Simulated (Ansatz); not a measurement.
# CAg: the cost of one run

Computed with Ansatz 0.2.0 through its Python package. Level of theory: PBE0/def2-TZVP.

## 1. The system

Bond lengths: Ag1–C2 2.045 Å.

No structure file is read: the coordinates are typed or built in the script.

## 2. The code

Input file cag.py:

```python
"""How CAg relaxes after losing an electron."""

import itertools

import ansatz
from ase.data import atomic_numbers, covalent_radii
import numpy as np


def main() -> None:
    geometry_ang = [
        ("Ag", [0.0, 0.0, 0.0]),
        ("C", [0.0, 0.0, 2.045]),
    ]
    molecule = ansatz.Crystal.molecule()
    for symbol, xyz in geometry_ang:
        molecule = molecule.atom(symbol, xyz)

    model = molecule.calculation()
    model = model.basis(gaussian="def2-TZVP")
    model = model.functional("pbe0")
    model = model.spin("collinear", total=1)
    symbols = [site.symbol for site in molecule.cartesian_sites]
    start = np.array([site.position_ang for site in molecule.cartesian_sites], dtype=float)
    rep = model.relax(force_tolerance=0.01, max_steps=100).run().report
    end = np.array(rep["positions_ang"])

    minimum = ansatz.Crystal.molecule()
    for symbol, place in zip(symbols, end):
        minimum = minimum.atom(symbol, place.tolist())
    ion = (
        minimum.calculation()
        .basis(gaussian="def2-TZVP")
        .functional("pbe0")
        .charge(1)
    )
    vertical = ion.run().report
    settled = ion.relax(force_tolerance=0.01, max_steps=80).run().report
    print(f"vertical ionisation energy   {vertical['free_energy_ev'] - rep['free_energy_ev']:.3f} eV")
    print(f"adiabatic, no zero point     {settled['free_energy_ev'] - rep['free_energy_ev']:.3f} eV")
    print(f"relaxation energy of the ion {vertical['free_energy_ev'] - settled['free_energy_ev']:.3f} eV")
    ionised = np.array(settled["positions_ang"])
    # pairs closer than 1.2 times the sum of covalent radii, before or after
    radius = [covalent_radii[atomic_numbers[s]] for s in symbols]
    span = lambda where, i, j: np.linalg.norm(where[i] - where[j])
    bonded = [(i, j) for i, j in itertools.combinations(range(len(symbols)), 2) if min(span(end, i, j), span(ionised, i, j)) < 1.2 * (radius[i] + radius[j])]
    print("pair        before    after (A)")
    for i, j in bonded:
        print(f"{symbols[i]}{i}-{symbols[j]}{j}".ljust(10), f"{span(end, i, j):8.4f} {span(ionised, i, j):8.4f}")


if __name__ == "__main__":
    main()
```

## 3. The calls as engine input

The package turns the script's settings into the engine's input (first run):

```yaml
crystal:
  periodic: [false, false, false]
  atoms:
    - { symbol: Ag, position_ang: [0.0, 0.0, 0.0] }
    - { symbol: C, position_ang: [0.0, 0.0, 2.045] }
basis:
  gaussian:
    orbitals: def2-TZVP
hamiltonian:
  xc: pbe0
magnetization:
  spin_polarized: true
  initial_magnetization: 1.0
relax:
  f_tol: 0.01
  max_steps: 100
```

## 4. Running it

Run with:

```
$ python cag.py
```

**Question.** How long does this script take on 1 thread of Arm Neoverse V2, shared host, and how much memory does it need?

About 33 s, with a peak of 0.22 GiB.
